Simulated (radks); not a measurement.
# Nuclear size and the levels of Pt²⁺

An exercise on one series of results from a longer session: the logs are not shown, and one member is left open.

Method: Dirac Kohn-Sham, BLYP, spin-unpolarised, spherical densities, finite nucleus; open shells are shared between the two j in proportion to 2j + 1. Code: radks (a radial shooting solver on a logarithmic mesh, Libxc functionals) version 1.

**What is computed**

* element: platinum (Z = 78)
* charge: +2
* electrons: 76
* configuration: [Xe] 4f14 5d8
* nuclear rms radius: 5.427 fm

The outer shells:

Pt²⁺
```
[Xe] core
4f [↑↓][↑↓][↑↓][↑↓][↑↓][↑↓][↑↓]
5d [↑↓][↑↓][↑↓][↑ ][↑ ]
```

Set-up of the first run:

Settings of this run:

```text
Z 78
configuration [Xe] 4f14 5d8 6s0 6p0
relativity Dirac
functional b88,lyp
spin unpolarised
j_filling average
nucleus finite rms 5.427 fm
c 137.035999084
```

Among the steps run: rms radius 5.427 fm.

One table of the session follows, with a row left open; its other results are not shown here.

It belongs to the step «rms radius 5.427 fm». Sizes of the orbitals, from the radial functions (bohr):

| level | <r> | outermost maximum (interpolated) | 90 % within | nodes |
| --- | --- | --- | --- | --- |
| 4f7/2 | ? | ? | ? | ? |
| 5p1/2 | 1.031 | 0.921 | 1.50 | 3 |
| 5p3/2 | 1.129 | 1.00 | 1.64 | 3 |
| 5d3/2 | 1.532 | 1.22 | 2.36 | 2 |
| 5d5/2 | 1.587 | 1.26 | 2.45 | 2 |
| 6s1/2 | 2.505 | 2.20 | 3.62 | 5 |
| 6p1/2 | 2.995 | 2.61 | 4.36 | 4 |
| 6p3/2 | 3.249 | 2.86 | 4.70 | 4 |

**Question.** Estimate the row for 4f7/2.

As computed: <r>: 0.5198; outermost maximum (interpolated): 0.387; 90 % within: 0.839; nodes: 0. In the column «<r>» it is the lowest.
